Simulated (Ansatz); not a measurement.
# AlBrClH (SMILES [Cl][AlH][Br]): one structure at several levels

The task here is to estimate one member of a computed series from the others.

Method: single points in def2-TZVPP; program: Ansatz 0.2.0, Gaussian basis.

Correlated methods freeze the cores. Filled d shells of the heavier atoms are correlated.

## The system as given

SMILES `[Cl][AlH][Br]`, 4 atoms, charge 0, spin multiplicity 1.

Atoms are counted from 1 here; the program's logs count them from 0.

Bond lengths: Cl1–Al2 2.033 Å, Al2–Br3 2.240 Å, Al2–H4 1.634 Å. Angles: Cl1–Al2–Br3 121.7°, Cl1–Al2–H4 129.6°, Br3–Al2–H4 107.5°.

Coordinates:

```xyz
4
charge 0, multiplicity 1
Cl   -1.9737    0.1532   -0.5220
Al   -0.0259    0.1451    0.0594
Br    1.0060   -1.7407    0.6888
H     1.1216    1.2929   -0.1281
```

Set-up of the first run:

run/in.yaml reads:

```yaml
crystal:
  periodic: [false, false, false]
  atoms:
    - {symbol: Cl, position_ang: [-1.973700, 0.153200, -0.522000]}
    - {symbol: Al, position_ang: [-0.025900, 0.145100, 0.059400]}
    - {symbol: Br, position_ang: [1.006000, -1.740700, 0.688800]}
    - {symbol: H, position_ang: [1.121600, 1.292900, -0.128100]}
basis:
  gaussian: {orbitals: def2-TZVPP}
correlation: {method: ccsd_t}
output: {forces: true}
```

The command line of these runs was not kept.

Among the steps run: CCSD(T)/def2-TZVPP; PBE0-D4/def2-TZVPP; wB97M-V/def2-TZVPP; r2SCAN-D4/def2-TZVPP; PBE-D4/def2-TZVPP; CAM-B3LYP-D4/def2-TZVPP; wB97X-V/def2-TZVPP.

One of the session's tables, all rows but one given; the rest of the session is left out.

```
      method  RMS force component (eV/Å)  angle to CCSD(T) forces (°)  dipole (D)
     CCSD(T)                       0.736                    reference        1.08
     PBE0-D4                           ?                            ?           ?
     wB97M-V                       0.736                          4.3        1.12
   r2SCAN-D4                       0.690                          1.6        1.04
      PBE-D4                       0.699                          7.0        0.97
CAM-B3LYP-D4                       0.704                          5.9        1.13
     wB97X-V                       0.698                          3.8        1.14
```

Estimate the missing values for PBE0-D4.

The run gave: RMS force component (eV/Å): 0.673; angle to CCSD(T) forces (°): 2.3; dipole (D): 1.07. In the column «RMS force component (eV/Å)» it is the lowest.
